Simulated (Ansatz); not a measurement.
Write a Python script for Ansatz's Python interface that makes a few random alloy cells with their mixing energies of Pd-Pt random alloys. Level of theory (first run): LDA, PAW, cutoff 520 eV, Gaussian smearing of 0.05 eV.

`pd_random_alloy.py`
```python
"""Random Pd-Pt cells of 8 mixed sites, after relaxing cells and atoms."""

from collections import Counter

import ansatz as az
import numpy as np


def fcc(first, a):
    return (
        az.Lattice.fcc(a)
        .space_group(225)
        .atom(first, [0, 0, 0])
        .primitive()
    )

A_FIRST, A_LAST = 3.89, 3.92


def run_phase(name, crystal):
    calc = (
        crystal.calculation()
        .functional("LDA")
        .basis(520)
        .kpoints(spacing=0.33)
        .occupations("gaussian", width=0.05)  # smearing steadies the SCF of a metal
        .band_table()
    )
    calc = calc.relax(force_tolerance=0.02, cell=True)
    return calc.run(threads=1, pin="off")


def volume_per_atom(outcome):
    return abs(np.linalg.det(outcome.lattice.cell_ang)) / len(outcome.lattice.sites)


def counts(outcome):
    return Counter(site.symbol for site in outcome.lattice.sites)

phases = {"Pd": fcc("Pd", A_FIRST), "Pt": fcc("Pt", A_LAST)}
for k in [4]:
    a = A_FIRST + (A_LAST - A_FIRST) * k / 8
    supercell = fcc("Pd", a).supercell(2).resolved()
    for seed in [1]:
        drawn = supercell.site_disorder().occupy("Pd", Pd=8 - k, Pt=k).random(seed=seed)
        phases[f"Pd{8 - k}Pt{k} seed {seed}"] = drawn.crystal

done = {name: run_phase(name, crystal) for name, crystal in phases.items()}

# x is the share of the second element on the mixed sites; both end members stand on this same lattice
x = {name: counts(o)["Pt"] / (counts(o)["Pd"] + counts(o)["Pt"]) for name, o in done.items()}
first, last = min(x, key=x.get), max(x, key=x.get)
energy = {name: o.report["energy_sigma0_ev"] / len(o.lattice.sites) for name, o in done.items()}
volume = {name: volume_per_atom(o) for name, o in done.items()}
rows = []
for name in sorted(done, key=x.get):
    line = lambda table: (1 - x[name]) * table[first] + x[name] * table[last]
    rows.append((name, x[name], 1000 * (energy[name] - line(energy)), volume[name], 100 * (volume[name] / line(volume) - 1)))
print("| cell | x(Pt) | E_mix (meV/atom) | V (A^3/atom) | excess V (%) |")
print("| --- | --- | --- | --- | --- |")
for row in rows:
    print(f"| {row[0]} | {row[1]:.3f} | {row[2]:+.1f} | {row[3]:.3f} | {row[4]:+.2f} |")
```

```console
$ python pd_random_alloy.py
| cell | x(Pt) | E_mix (meV/atom) | V (A^3/atom) | excess V (%) |
| --- | --- | --- | --- | --- |
| Pd | 0.000 | +0.0 | 14.119 | +0.00 |
| Pd4Pt4 seed 1 | 0.500 | -15.3 | 14.443 | +0.11 |
| Pt | 1.000 | +0.0 | 14.734 | +0.00 |
```

What to keep in mind:
- The run is spin-unpolarised.
- Spin-orbit coupling, which matters for elements this heavy, is left out.
- Cells of eight mixed sites are far from the random limit, and both end members stand on the same lattice, which need not be their own. Differences under about 40 meV an atom lie within the error of mesh and functional.
- The cells are prototypes set up for this calculation and needn't exist.
- Timing: 40 s on 1 thread of Arm Neoverse V2, on a shared host, peak memory 0.54 GiB.
